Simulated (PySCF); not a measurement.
**SnH at other levels of theory**

What do other methods print for SnH?

The runs use PySCF 2.14.0; method and basis as typed in the scripts.

6 further runs of the same task are left out: 1 for a known fault of the program, 5 that didn't finish.

## 1. The starting structure

SnH: 2 atoms, charge 0, spin multiplicity 2.

Bond lengths: Sn1–H2 1.754 Å.

## 2. The base run

input.py

```python
from pyscf import gto, dft

mol = gto.M(
    atom='Sn 0 0 0; H 0 0 1.754',
    basis='sbkjc',
    ecp={'Sn': 'sbkjc'},
    charge=0,
    spin=1,
    verbose=3,
)
mf = dft.UKS(mol, xc='m06')
mf.kernel()
mf.mulliken_pop()
mf.dip_moment()
print('orbital energies (hartree):', [e[max(0, n-3):n+3].round(4) for e, n in zip(mf.mo_energy, mol.nelec)])
```

Started as:

```sh
python input.py
```

## 3. Pw91

Edit 1 changes functional: m06 → pw91.

input.py: that of step 2 with these lines changed.

```diff
@@ -10,3 +10,3 @@
 )
-mf = dft.UKS(mol, xc='m06')
+mf = dft.UKS(mol, xc='pw91')
 mf.kernel()
```

## 4. Olyp

Edit 2 changes functional: m06 → olyp.

input.py: that of step 2 with these lines changed.

```diff
@@ -10,3 +10,3 @@
 )
-mf = dft.UKS(mol, xc='m06')
+mf = dft.UKS(mol, xc='olyp')
 mf.kernel()
```

## 5. Scan

Edit 3 changes functional: m06 → scan.

input.py: that of step 2 with these lines changed.

```diff
@@ -10,3 +10,3 @@
 )
-mf = dft.UKS(mol, xc='m06')
+mf = dft.UKS(mol, xc='scan')
 mf.kernel()
```

## 6. MP2 (UHF)

Edit 4 changes step after the SCF: analyze → mp2; SCF type: UKS → UHF; functional: m06 → none (Hartree–Fock).

input.py: that of step 2 with these lines changed.

```diff
@@ -1,2 +1,2 @@
-from pyscf import gto, dft
+from pyscf import gto, scf, mp
 
@@ -10,5 +10,5 @@
 )
-mf = dft.UKS(mol, xc='m06')
+mf = scf.UHF(mol)
 mf.kernel()
-mf.mulliken_pop()
+mp.MP2(mf).kernel()
 mf.dip_moment()
```

**Question.** What will these runs give? Wanted: for each run, E(SCF); from base; SCF dipole; after the SCF.

As calculated:

| run | E(SCF) (hartree) | from base (eV) | SCF dipole (D) | after the SCF |
| --- | --- | --- | --- | --- |
| base | -3.927278 | 0 | 0.27 | n/a |
| pw91 | -3.952759 | not comparable | 0.44 | n/a |
| olyp | -3.941275 | not comparable | 0.43 | n/a |
| scan | -3.943542 | not comparable | 0.41 | n/a |
| MP2 (UHF) | -3.818602 | not comparable | 0.37 | MP2 correlation -0.651 eV |

In words: Total energies of different functionals can't be compared with each other; differences within one functional can.
